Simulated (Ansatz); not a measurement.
CoCl2O2:

```
Co Cl O
1.0
     3.58087   -3.92695    0.00000
     3.58087    3.92695    0.00000
    -0.42040    0.00000    3.45761
Co Cl O
1 2 2
Cartesian
  0.0000 0.0000 0.0000
  5.3026 0.0000 1.4797
  1.4388 0.0000 1.9780
  3.5809 -2.2921 0.0000
  3.5809 2.2921 0.0000
```

The cell comes from a database or a generator and needn't be the stable form of this composition.

* Program: Ansatz 0.2.0
* Task: relaxation of cell and atoms
* Functional: LDA
* Potentials or basis: Ansatz PAW
* Cutoff: 420 eV (not typed: the program's choice for these potentials)
* k mesh: 5 × 5 × 8
* Occupations: fermi-dirac, width 0.05 eV
* Spin: collinear spin, ferromagnetic start
* Starting moments: [2.0, 0.0, 0.0, 0.0, 0.0] μB
* Hubbard terms: Co d U = 2 eV

At the start: volume 19.45 Å³/atom.

Task: Where does the relaxation end?

Result: It ends after 22 steps and the volume is 12.60 Å³/atom (-35.2 %); space group C2/m (No. 12, to 0.05 Å); moment 1.48 μB per cell.

Step by step:
| step | energy change (eV) | largest force (eV/Å) | volume (Å³) |
| --- | --- | --- | --- |
| 1 | 0.0000 | 1.2665 | 97.24 |
| 2 | -0.2800 | 0.3445 | 85.05 |
| 3 | -0.3961 | 0.8673 | 75.19 |
| 4 | -0.4335 | 0.7187 | 73.18 |
| 5 | -0.5153 | 0.1537 | 68.96 |
| 6 | -0.5453 | 0.4992 | 63.26 |
| 7 | -0.5588 | 0.2817 | 66.38 |
| 8 | -0.5907 | 0.1987 | 63.57 |
| 9 | -0.5938 | 0.1268 | 63.57 |
| 10 | -0.6104 | 0.1273 | 62.45 |
| 11 | -0.6170 | 0.1835 | 61.35 |
| 12 | -0.6298 | 0.0590 | 63.66 |
| 13 | -0.6349 | 0.0337 | 63.21 |
| 14 | -0.6339 | 0.0316 | 63.52 |
| 15 | -0.6347 | 0.0031 | 63.37 |
| 16 | -0.6184 | 0.0069 | 63.37 |
| 17 | -0.6205 | 0.0067 | 62.99 |
| 18 | -0.6205 | 0.0059 | 63.01 |
| 19 | -0.6191 | 0.0059 | 63.01 |
| 20 | -0.6192 | 0.0012 | 62.99 |
| 21 | -0.6191 | 0.0013 | 62.99 |
| 22 | -0.6191 | 0.0013 | 62.99 |

Final structure:
```
Co Cl O
1.0
     3.15271   -3.01105    0.38656
     3.15271    3.01105    0.38656
     0.00312    0.00000    3.31787
Co Cl O
1 2 2
Direct
  0.00000 0.00000 0.00000
  0.75351 0.75351 0.56134
  0.24649 0.24649 0.43866
  0.72016 0.27984 0.00000
  0.27984 0.72016 0.00000
```

Caveat: the magnetic or orbital state may not be the lowest; the volume moved by over 15 % at a fixed basis, so the end points are rough; the plane-wave basis is chosen anew once the cell has moved, so the energies of steps on either side of that aren't comparable; the pressure holds a Pulay correction of +0.6 GPa for the finite cutoff; a cell with one magnetic atom can't hold antiferromagnetic order, which such compounds often take; the PAW data sets come from PBE, with cores solved anew for the run's functional, which leaves a small shift of forces and pressure.
